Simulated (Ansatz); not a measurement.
Predict the output of the script below (the Python package of Ansatz (0.2.0)).

The script, `clh4n2sb.py`:
```python
'''Rigid torsion scan of ClH4N2Sb.'''

import ansatz as az
from ase import Atoms

atoms = Atoms(['N', 'Sb', 'N', 'Cl', 'H', 'H', 'H', 'H'], positions=[
    (-0.3013, 1.454, -0.2004),
    (0.5335, -0.2828, -0.8664),
    (0.1327, -1.2059, 0.9589),
    (-1.4722, -1.06, -1.7694),
    (-0.4551, 2.1004, -1.0718),
    (0.3434, 1.984, 0.4108),
    (0.9053, -0.84, 1.6466),
    (0.4059, -2.2067, 0.8358),
])

# relax first, so that the scan starts from a minimum
first = (
    az.Crystal.molecule_from_ase(atoms).calculation()
    .basis(gaussian='def2-SVP')
    .functional('cam_b3lyp')
    .relax(force_tolerance=0.02, max_steps=80)
)
atoms.positions = first.run(threads=1, pin='off').report['positions_ang']

start = atoms.get_dihedral(2, 1, 0, 4)
energies = {}
for turn in range(0, 360, 40):
    turned = atoms.copy()
    turned.set_dihedral(2, 1, 0, 4, start + turn, indices=[0, 4, 5])
    base = (
        az.Crystal.molecule_from_ase(turned).calculation()
        .basis(gaussian='def2-SVP')
        .functional('cam_b3lyp')
    )
    energies[round((start + turn) % 360)] = base.run(threads=1, pin='off').report['free_energy_ev']
floor = min(energies.values())
print('dihedral N2-Sb1-N0-H4 (deg)   E - E(min) (kcal/mol)')
for angle, e in sorted(energies.items()):
    print(f'{angle:8d} {23.060548 * (e - floor):14.3f}  ' + '#' * int(30 * (e - floor) / max(max(energies.values()) - floor, 1e-9)))
```

```console
$ python clh4n2sb.py
dihedral N2-Sb1-N0-H4 (deg)   E - E(min) (kcal/mol)
      30          2.291  ##################
      70          3.651  ##############################
     110          3.366  ###########################
     150          1.134  #########
     190          0.000
     230          1.007  ########
     270          2.942  ########################
     310          3.388  ###########################
     350          2.393  ###################
```

The scan is rigid and the energies are electronic, in a modest basis. With rigid groups the curve can differ much from the relaxed path, the start wasn't checked as a minimum of this torsion, and equivalent turns needn't return to the same energy. def2 sets replace the cores of elements past krypton by effective core potentials. Run time: 2.4 min on 1 thread of Intel(R) Xeon(R) Processor @ 2.30GHz, with other jobs on the host, peak memory 0.36 GiB.
